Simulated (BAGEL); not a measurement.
# CH4BN2Si− (SMILES N#CB(N)[SiH2-]) at RI-MP2/def2-SVP (density fitting with qzvpp-jkfit)

What is the energy change on altering one bond length of CH4BN2Si− at RI-MP2/def2-SVP (density fitting with qzvpp-jkfit)? 

The results are computed with BAGEL 1.2.2.

2 further runs of the same task are left out: 1 that didn't finish, 1 set aside as unsound or not needed. Runs told in other sessions of the task aren't counted.

### 1 The molecule

CH4BN2Si−: 9 atoms, total charge -1, spin state singlet. As SMILES, `N#CB(N)[SiH2-]`. Geometry: relaxed at GFN2-xTB. This is one conformer, not always the lowest.

Bond lengths: N1–C2 1.167 Å, C2–B3 1.503 Å, B3–N4 1.485 Å, B3–Si5 1.848 Å, N4–H6 1.010 Å, N4–H7 1.010 Å, Si5–H8 1.470 Å, Si5–H9 1.479 Å. Angles: N1–C2–B3 178.4°, C2–B3–N4 116.1°, C2–B3–Si5 120.2°, N4–B3–Si5 123.7°, B3–N4–H6 117.7°, B3–N4–H7 117.1°, B3–Si5–H8 128.7°, B3–Si5–H9 127.0°, H6–N4–H7 110.2°, H8–Si5–H9 104.3°.

### 2 A single-point energy at RI-MP2/def2-SVP (density fitting with qzvpp-jkfit)

input.json

```json
{ "bagel": [

{
  "title": "molecule",
  "basis": "svp",
  "df_basis": "qzvpp-jkfit",
  "angstrom": "true",
  "geometry": [
    { "atom": "N", "xyz": [    1.786680,   -2.206970,   -0.553010 ] },
    { "atom": "C", "xyz": [    1.132930,   -1.261000,   -0.353540 ] },
    { "atom": "B", "xyz": [    0.256570,   -0.065000,   -0.105960 ] },
    { "atom": "N", "xyz": [    0.570070,    1.151470,   -0.898590 ] },
    { "atom": "Si", "xyz": [   -1.096760,   -0.149090,    1.149720 ] },
    { "atom": "H", "xyz": [    1.028940,    1.025170,   -1.789760 ] },
    { "atom": "H", "xyz": [   -0.155730,    1.849580,   -0.976080 ] },
    { "atom": "H", "xyz": [   -1.445460,   -1.254520,    2.053800 ] },
    { "atom": "H", "xyz": [   -2.077240,    0.910360,    1.473410 ] }
  ]
},
{
  "title": "hf",
  "charge": -1
},
{
  "title": "mp2",
  "charge": -1,
  "ncore": 9
}

]}
```

Started as:

```console
BAGEL_NUM_THREADS=1 BAGEL input.json > input.out
```

The log of the run:

```text
* using 1 threads per process

  ===============================================================
  ===============================================================

  *** Geometry ***

  { "atom" : "N", "xyz" : [      3.376336,     -4.170569,     -1.045037 ] },
  { "atom" : "C", "xyz" : [      2.140927,     -2.382945,     -0.668094 ] },
  { "atom" : "B", "xyz" : [      0.484847,     -0.122832,     -0.200235 ] },
  { "atom" : "N", "xyz" : [      1.077276,      2.175963,     -1.698089 ] },
  { "atom" : "Si", "xyz" : [     -2.072576,     -0.281739,      2.172656 ] },
  { "atom" : "H", "xyz" : [      1.944415,      1.937291,     -3.382156 ] },
  { "atom" : "H", "xyz" : [     -0.294287,      3.495200,     -1.844524 ] },
  { "atom" : "H", "xyz" : [     -2.731524,     -2.370699,      3.881120 ] },
  { "atom" : "H", "xyz" : [     -3.925415,      1.720331,      2.784341 ] },

  Number of auxiliary basis functions:      504

  Since a DF basis is specified, we compute 2- and 3-index integrals:
    o Being stored without compression. Storage requirement is 0.036 GB

  Number of basis functions:       94
  Number of electrons      :       43

    * METHOD: MOLECULE                             0.28

  *** RHF ***

  === Nuclear Repulsion ===
   167.2221126352

      * DIIS with orbital gradients will be used.

  === RHF iteration (svp) ===
      0       -462.12854571          0.02033513           0.08
      1       -462.36195409          0.01407378           0.08
      2       -462.48207588          0.00215271           0.08
      3       -462.48676062          0.00131914           0.08
      4       -462.48797206          0.00031534           0.07
      5       -462.48814405          0.00015566           0.07
      6       -462.48819122          0.00007868           0.07
      7       -462.48820951          0.00002793           0.07
      8       -462.48821126          0.00001699           0.08
      9       -462.48821189          0.00000761           0.08
     10       -462.48821200          0.00000474           0.08
     11       -462.48821204          0.00000227           0.08
     12       -462.48821205          0.00000079           0.08
     13       -462.48821205          0.00000039           0.08
     14       -462.48821205          0.00000013           0.08
     15       -462.48821205          0.00000006           0.08
     16       -462.48821205          0.00000002           0.08
     17       -462.48821205          0.00000001           0.07
     18       -462.48821205          0.00000001           0.08
    * SCF iteration converged.

    * Permanent dipole moment:
           (   -0.033968,    -1.011495,     0.967989) a.u.

    * METHOD: HF                                   1.67

  *** RHF ***

  === Nuclear Repulsion ===
   167.2221126352

      * DIIS with orbital gradients will be used.

  === RHF iteration (svp) ===
      0       -462.48821205          0.00000001           0.07
    * SCF iteration converged.

    * Permanent dipole moment:
           (   -0.033969,    -1.011495,     0.967989) a.u.

  === DF-MP2 calculation ===

    * freezing 9 orbitals
    * 3-index integral transformation done
    * assembly done

      MP2 correlation energy:   -0.6445739358      0.05

      MP2 total energy:       -463.1327859849

    * METHOD: MP2                                  0.22

  ===============================================================
```

It took 2.3 s on 1 thread of Arm Neoverse V1, shared host; peak memory 0.14 GiB.

### 3 The distorted shape at the same level

mp2.json

```json
{ "bagel": [

{
  "title": "molecule",
  "basis": "svp",
  "df_basis": "qzvpp-jkfit",
  "angstrom": true,
  "geometry": [
    { "atom": "N", "xyz": [       2.838301,      -3.642155,      -0.850103 ] },
    { "atom": "C", "xyz": [       2.184551,      -2.696185,      -0.650633 ] },
    { "atom": "B", "xyz": [       0.256570,      -0.065000,      -0.105960 ] },
    { "atom": "N", "xyz": [       0.570070,       1.151470,      -0.898590 ] },
    { "atom": "Si", "xyz": [      -1.096760,      -0.149090,       1.149720 ] },
    { "atom": "H", "xyz": [       1.028940,       1.025170,      -1.789760 ] },
    { "atom": "H", "xyz": [      -0.155730,       1.849580,      -0.976080 ] },
    { "atom": "H", "xyz": [      -1.445460,      -1.254520,       2.053800 ] },
    { "atom": "H", "xyz": [      -2.077240,       0.910360,       1.473410 ] }
  ]
},

{
  "title": "hf",
  "charge": -1
},

{
  "title": "mp2",
  "charge": -1,
  "ncore": 9
}

]}
```

Started as:

```console
BAGEL_NUM_THREADS=1 BAGEL mp2.json > mp2.out
```

The log of the run:

```text
* using 1 threads per process

  ===============================================================
  ===============================================================

  *** Geometry ***

  { "atom" : "N", "xyz" : [      5.363612,     -6.882675,     -1.606462 ] },
  { "atom" : "C", "xyz" : [      4.128203,     -5.095051,     -1.229518 ] },
  { "atom" : "B", "xyz" : [      0.484847,     -0.122832,     -0.200235 ] },
  { "atom" : "N", "xyz" : [      1.077276,      2.175963,     -1.698089 ] },
  { "atom" : "Si", "xyz" : [     -2.072576,     -0.281739,      2.172656 ] },
  { "atom" : "H", "xyz" : [      1.944415,      1.937291,     -3.382156 ] },
  { "atom" : "H", "xyz" : [     -0.294287,      3.495200,     -1.844524 ] },
  { "atom" : "H", "xyz" : [     -2.731524,     -2.370699,      3.881120 ] },
  { "atom" : "H", "xyz" : [     -3.925415,      1.720331,      2.784341 ] },

  Number of auxiliary basis functions:      504

  Since a DF basis is specified, we compute 2- and 3-index integrals:
    o Being stored without compression. Storage requirement is 0.036 GB

  Number of basis functions:       94
  Number of electrons      :       43

    * METHOD: MOLECULE                             0.27

  *** RHF ***

  === Nuclear Repulsion ===
   141.3691740463

      * DIIS with orbital gradients will be used.

  === RHF iteration (svp) ===
      0       -462.07439204          0.01866291           0.09
      1       -462.25871434          0.01258821           0.08
      2       -462.34761542          0.00228059           0.08
      3       -462.35168905          0.00115444           0.08
      4       -462.35278547          0.00024705           0.08
      5       -462.35286991          0.00011037           0.08
      6       -462.35289657          0.00005427           0.08
      7       -462.35290935          0.00002507           0.08
      8       -462.35291301          0.00001914           0.08
      9       -462.35291641          0.00001384           0.08
     10       -462.35291847          0.00000785           0.08
     11       -462.35291931          0.00000229           0.08
     12       -462.35291934          0.00000116           0.08
     13       -462.35291934          0.00000045           0.08
     14       -462.35291934          0.00000024           0.08
     15       -462.35291934          0.00000012           0.08
     16       -462.35291934          0.00000006           0.08
     17       -462.35291934          0.00000005           0.08
     18       -462.35291934          0.00000004           0.08
     19       -462.35291934          0.00000003           0.08
     20       -462.35291934          0.00000002           0.08
     21       -462.35291934          0.00000001           0.08
    * SCF iteration converged.

    * Permanent dipole moment:
           (    2.223199,    -3.665291,     0.168747) a.u.

    * METHOD: HF                                   1.95

  *** RHF ***

  === Nuclear Repulsion ===
   141.3691740463

      * DIIS with orbital gradients will be used.

  === RHF iteration (svp) ===
      0       -462.35291934          0.00000001           0.08
    * SCF iteration converged.

    * Permanent dipole moment:
           (    2.223198,    -3.665291,     0.168748) a.u.

  === DF-MP2 calculation ===

    * freezing 9 orbitals
    * 3-index integral transformation done
    * assembly done

      MP2 correlation energy:   -0.6256564450      0.05

      MP2 total energy:       -462.9785757896

    * METHOD: MP2                                  0.23

  ===============================================================
```

Run time: 2.6 s. Hardware: 1 thread of Arm Neoverse V1, shared host; peak memory 0.14 GiB.

### 4 What came out

Level: RI-MP2/def2-SVP (density fitting with qzvpp-jkfit), 9 core orbitals frozen.

| quantity | value |
| --- | --- |
| first shape: total energy | -463.13279 Eh |
| first shape: correlation energy (9 core orbitals frozen) | -644.6 mEh |
| distorted shape: total energy | -462.97858 Eh |
| distorted shape: correlation energy (9 core orbitals frozen) | -625.7 mEh |
| energy change with the C2–B3 bond stretched from 1.503 to 3.307 Å | 4.196 eV |

With the C2–B3 bond stretched from 1.503 to 3.307 Å the energy rises by 4.20 eV (97 kcal/mol). The first shape isn't relaxed at this level, so the change isn't measured from a minimum.
